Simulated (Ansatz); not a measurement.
**CH₃BClF: small, medium and large basis sets**

One table from this session's results is given with a row withheld; the runs are named, their logs left out.

Method: one geometry, several basis sets; program: Ansatz 0.2.0, Gaussian basis.

Plan: PBE0-D4/def2-SVP; ωB97M-V/def2-SVP; PBE0-D4/def2-QZVPP; ωB97M-V/def2-QZVPP; the functionals' def2-TZVPP values are taken from earlier runs.

1 further run of the same task is left out (it didn't finish).

## The geometry

The geometry comes from an earlier relaxation with PBE0-D4 in a triple-zeta def2 set; it is a stationary point, not always the lowest conformer.

7 atoms, charge 0, spin multiplicity 1.

Atoms are counted from 1 here; the program's logs count them from 0.

Bond lengths: B1–C2 1.550 Å, B1–H5 1.191 Å, B1–H6 1.190 Å, C2–F3 1.337 Å, C2–Cl4 1.871 Å, C2–H7 1.088 Å. Angles: C2–B1–H5 118.3°, C2–B1–H6 118.0°, H5–B1–H6 123.4°, B1–C2–F3 121.2°, B1–C2–Cl4 77.2°, B1–C2–H7 124.3°, F3–C2–Cl4 110.3°, F3–C2–H7 110.1°, Cl4–C2–H7 105.2°.

The first run:

File in.yaml:

```yaml
crystal:
  periodic: [false, false, false]
  atoms:
    - {symbol: B, position_ang: [-0.329337, 0.790041, 0.065938]}
    - {symbol: C, position_ang: [0.551832, -0.481111, -0.038057]}
    - {symbol: F, position_ang: [1.012143, -1.095017, 1.056494]}
    - {symbol: Cl, position_ang: [-1.150604, -1.121250, -0.475020]}
    - {symbol: H, position_ang: [-0.433983, 1.484441, -0.895719]}
    - {symbol: H, position_ang: [-0.766044, 1.080449, 1.134349]}
    - {symbol: H, position_ang: [1.177293, -0.725655, -0.893784]}
basis:
  gaussian: {orbitals: def2-SVP}
hamiltonian: {xc: pbe0, dispersion: d4}
output: {orbitals: {seedname: orbitals}}
```

Started as:

```bash
ansatz run in.yaml --threads 2 --pin off --events-out ev --progress --plain --max-ram 4352MiB
```

Steps of the session up to this table: PBE0-D4 in def2-SVP; ωB97M-V in def2-SVP; PBE0-D4 in def2-QZVPP; ωB97M-V in def2-QZVPP.

One table of the session follows, with a row left open; its other results are not shown here.

| functional | basis | HOMO (eV) |
| --- | --- | --- |
| PBE0-D4 | def2-SVP | -9.04 |
| PBE0-D4 | def2-TZVPP | -9.11 |
| PBE0-D4 | def2-QZVPP | -9.14 |
| ωB97M-V | def2-SVP | -11.30 |
| ωB97M-V | def2-TZVPP | ? |
| ωB97M-V | def2-QZVPP | -11.44 |

**Question.** Estimate the row for ωB97M-V, def2-TZVPP.

As computed: HOMO (eV): -11.41. In the column «HOMO (eV)» it lies between ωB97M-V, def2-QZVPP (-11.44) and ωB97M-V, def2-SVP (-11.30).
